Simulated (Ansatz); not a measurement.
# Cs3Hg and its free atoms: a cohesive energy from free atoms

With Ansatz's Python interface.

Run as a notebook:

```python
from collections import Counter
import warnings

import ansatz as az

PHASES = {
    'Cs3Hg': (
        [[6.783537, 0.0, 0.0], [0.0, 6.783537, 0.0], [0.0, 0.0, 6.783537]],
        [
            ('Cs', [0.0, 0.5, 0.5]),
            ('Cs', [0.5, 0.0, 0.5]),
            ('Cs', [0.5, 0.5, 0.0]),
            ('Hg', [0.0, 0.0, 0.0]),
        ],
    ),
}
```

```python
def build(vectors, sites):
    crystal = az.Crystal(lattice=az.Lattice.of(vectors))
    for symbol, position in sites:
        crystal = crystal.atom(symbol, position)
    return crystal


def counts(outcome):
    return Counter(site.symbol for site in outcome.lattice.sites)
```

```python
UNPAIRED = {'Cs': 1, 'Hg': 0}  # unpaired electrons of the free atoms
```

```python
def solve(name, crystal):
    calc = (
        crystal.calculation()
        .functional('r2scan')
        .basis(550)
        .kpoints(spacing=0.27)
        .occupations('fermi_dirac', width=0.02)
    )
    if name.endswith(' atom'):
        calc = calc.kpoints(1, 1, 1).occupations('fermi_dirac', width=0.01)
        if UNPAIRED[name.split()[0]]:
            calc = calc.spin('collinear')
        return calc.run(threads=1, backend='cpu')
    calc = calc.relax(force_tolerance=0.01, max_steps=40, cell=True)
    return calc.run(threads=1, backend='cpu')
```

```python
warnings.simplefilter('ignore', az.DeckWarning)
```

```python
phases = {name: build(*cell) for name, cell in PHASES.items()}
for element, moment in UNPAIRED.items():
    phases[f'{element} atom'] = az.Lattice.orthorhombic(9.0, 9.5, 10.0).atom(element, (0.5, 0.5, 0.5), moment=moment or None)
```

```python
done = {name: solve(name, crystal) for name, crystal in phases.items()}
```

```python
print({element: round(done[f'{element} atom'].report['magnetization_mub'], 2) for element in UNPAIRED}, 'muB on the free atoms')
solid = done['Cs3Hg']
n = counts(solid)
binding = (sum(k * done[f'{e} atom'].report['energy_sigma0_ev'] for e, k in n.items()) - solid.report['energy_sigma0_ev']) / sum(n.values())
print(f'cohesive energy {binding:.3f} eV/atom = {96.4853 * binding:.0f} kJ/mol of atoms (no zero-point energy)')
```

    {'Cs': 1.0, 'Hg': 0.0} muB on the free atoms
    cohesive energy 0.409 eV/atom = 39 kJ/mol of atoms (no zero-point energy)

The magnetic order follows from the starting moments and needn't be the lowest. For the metals among these phases the mesh is modest: differences between phases can be off by up to 40 meV an atom. Spin-orbit coupling, which matters for elements this heavy, is left out. r2SCAN tends to overestimate the moments of itinerant magnets. The cells come from databases of deposited and of computed structures, and not all need be stable phases. Free atoms in a box carry small image and symmetry errors, and spin-orbit coupling is left out. Run time: 26 min on 1 thread of Arm Neoverse N1 (shared host), peak memory 2.2 GiB.
